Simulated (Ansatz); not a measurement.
**ClGeH₃OSn: basis-set convergence**

One table from this session's results is given with a row withheld; the runs are named, their logs left out.

Program: Ansatz 0.2.0, Gaussian basis. Level of theory: one geometry, several basis sets. These are calculated values, not measurements.

The runs, in order: PBE0-D4/def2-SVP; ωB97M-V/def2-SVP; PBE0-D4/def2-QZVPP; ωB97M-V/def2-QZVPP; the functionals' def2-TZVPP values are taken from earlier runs.

## The geometry

The geometry comes from an earlier relaxation with PBE0-D4 in a triple-zeta def2 set; it is a stationary point, not always the lowest conformer. Sn takes the def2 core potential; no spin-orbit term is included.

SMILES `[Cl][SnH]1[O][GeH2]1`, 7 atoms, charge 0, spin multiplicity 1.

Atoms are counted from 1 here; the program's logs count them from 0.

Bond lengths: Cl1–Sn2 2.334 Å, Sn2–O3 2.065 Å, Sn2–Ge4 2.503 Å, Sn2–H5 1.702 Å, O3–Ge4 1.781 Å, Ge4–H6 1.535 Å, Ge4–H7 1.536 Å. Angles: Cl1–Sn2–O3 106.6°, Cl1–Sn2–Ge4 117.4°, Cl1–Sn2–H5 104.9°, O3–Sn2–Ge4 44.6°, O3–Sn2–H5 108.6°, Ge4–Sn2–H5 134.3°, Sn2–O3–Ge4 80.8°, Sn2–Ge4–O3 54.6°, Sn2–Ge4–H6 119.5°, Sn2–Ge4–H7 122.4°, O3–Ge4–H6 116.6°, O3–Ge4–H7 116.4°, H6–Ge4–H7 113.9°.

Set-up of the first run:

in.yaml reads:

```yaml
crystal:
  periodic: [false, false, false]
  atoms:
    - {symbol: Cl, position_ang: [-2.641472, -1.168738, 0.679476]}
    - {symbol: Sn, position_ang: [-0.452705, -1.122694, -0.130998]}
    - {symbol: O, position_ang: [-0.201036, 0.712918, -1.043708]}
    - {symbol: Ge, position_ang: [0.904180, 0.927923, 0.335617]}
    - {symbol: H, position_ang: [-0.401617, -2.335019, -1.324362]}
    - {symbol: H, position_ang: [0.452368, 1.899574, 1.434767]}
    - {symbol: H, position_ang: [2.401482, 1.018035, 0.003408]}
basis:
  gaussian: {orbitals: def2-SVP}
hamiltonian: {xc: pbe0, dispersion: d4}
output: {orbitals: {seedname: orbitals}}
```

Among the steps run: PBE0-D4 in def2-SVP; ωB97M-V in def2-SVP; PBE0-D4 in def2-QZVPP; ωB97M-V in def2-QZVPP.

One table of the session follows, with a row left open; its other results are not shown here.

It belongs to the step «Density functionals: the series». 

| functional | basis | HOMO (eV) | LUMO (eV) |
| --- | --- | --- | --- |
| PBE0-D4 | def2-SVP | -6.90 | -2.31 |
| PBE0-D4 | def2-TZVPP | -7.01 | -2.39 |
| PBE0-D4 | def2-QZVPP | -7.04 | -2.43 |
| ωB97M-V | def2-SVP | -8.83 | -0.48 |
| ωB97M-V | def2-TZVPP | ? | ? |
| ωB97M-V | def2-QZVPP | -9.01 | -0.71 |

**Question.** Estimate the row for ωB97M-V, def2-TZVPP.

The run gave: HOMO (eV): -8.98; LUMO (eV): -0.62. In the column «HOMO (eV)» it lies between ωB97M-V, def2-QZVPP (-9.01) and ωB97M-V, def2-SVP (-8.83).
